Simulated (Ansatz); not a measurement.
**LaHg2: one contact scaled**

The task here is to estimate one member of a computed series from the others.

Method: DFT LDA, with the methods named in each step, in Ansatz 0.2.0.

4 further runs of the same task are left out: 4 that didn't finish.

## The starting structure

Symmetry: P6/mmm, No. 191, hexagonal system. Conventional cell: a = 4.958 Å, b = 4.958 Å, c = 3.640 Å, α = 90.00°, β = 90.00°, γ = 120.00°. La (site symmetry 6/mmm) is surrounded by 12 Hg at 3.39 Å and 2 La at 3.64 Å. Hg (site symmetry -6m2) has 3 Hg at 2.86 Å as nearest neighbours.

As a file:

```
La Hg
1.0
     4.95800    0.00000    0.00000
    -2.47900    4.29375    0.00000
     0.00000    0.00000    3.64000
La Hg
1 2
Direct
  0.00000 0.00000 0.00000
  0.33333 0.66667 0.50000
  0.66667 0.33333 0.50000
```

Atoms are numbered in the order of the input: La1, Hg2, Hg3.

The first run:

Contents of input.yaml:

```yaml
crystal:
  lattice:
    - [4.958, 0.0, 0.0]
    - [-2.479, 4.293753952, 0.0]
    - [0.0, 0.0, 3.64]
  atoms:
    - { symbol: La, position: [0.0, 0.0, 0.0] }
    - { symbol: Hg, position: [0.3333333333, 0.6666666667, 0.5] }
    - { symbol: Hg, position: [0.6666666667, 0.3333333333, 0.5] }
kpoints:
  mp_grid: { grid: [7, 7, 8] }
scf:
  occupations: { method: fermi_dirac, width: 0.05 }
hamiltonian:
  xc: lda
  pseudopotentials: { kind: all_electron, lapw: { basis_error: 0.001 } }
output:
  forces: true
  stress: true
  eigenvalues: true
  populations: true
```

The run is started by

```sh
> ansatz run input.yaml --threads 1 --pin off --max-ram 3072MiB --backend cpu --events-out ev --progress --plain --runs-dir out
```

Among the steps run: The bond as given, LAPW; Shortest bond scaled by 0.94, LAPW; Shortest bond scaled by 0.88, LAPW; Shortest bond scaled by 0.88, crystal datasets; Shortest bond scaled by 0.76, LAPW.

One of the session's tables, all rows but one given; the rest of the session is left out.

```
             method  length (Å)  F from the given length (eV/cell)  force along the bond (eV/Å)  pressure (GPa)  largest force (eV/Å)
               LAPW       2.176                              2.706                       12.689           15.22                12.689
               LAPW       2.519                                  ?                            ?               ?                     ?
               LAPW       2.691                              0.084                        1.052           -2.35                 1.052
               LAPW       2.863                              0.000                        0.000           -3.02                 0.000
                PAW       1.660                             24.567                      100.357          117.39               100.357
                PAW       2.176                              2.699                       12.650           15.14                12.650
                PAW       2.519                              0.402                        2.835            0.07                 2.835
                PAW       2.691                              0.083                        1.051           -2.37                 1.051
                PAW       2.863                              0.000                        0.000           -3.04                 0.000
PAW (cutoff 800 eV)       1.660                                  –                      100.284          117.30               100.284
   crystal datasets       2.519                                  –                        2.841            0.10                 2.841
```

Estimate the missing values for LAPW, 2.519.

**Answer.** F from the given length (eV/cell): 0.403; force along the bond (eV/Å): 2.840; pressure (GPa): 0.10; largest force (eV/Å): 2.840.

Caveats from the session: Rows by PAW come from runs of the same series that aren't printed here. Warnings in the runs' records: gradients without spin orbit, crystal datasets made.
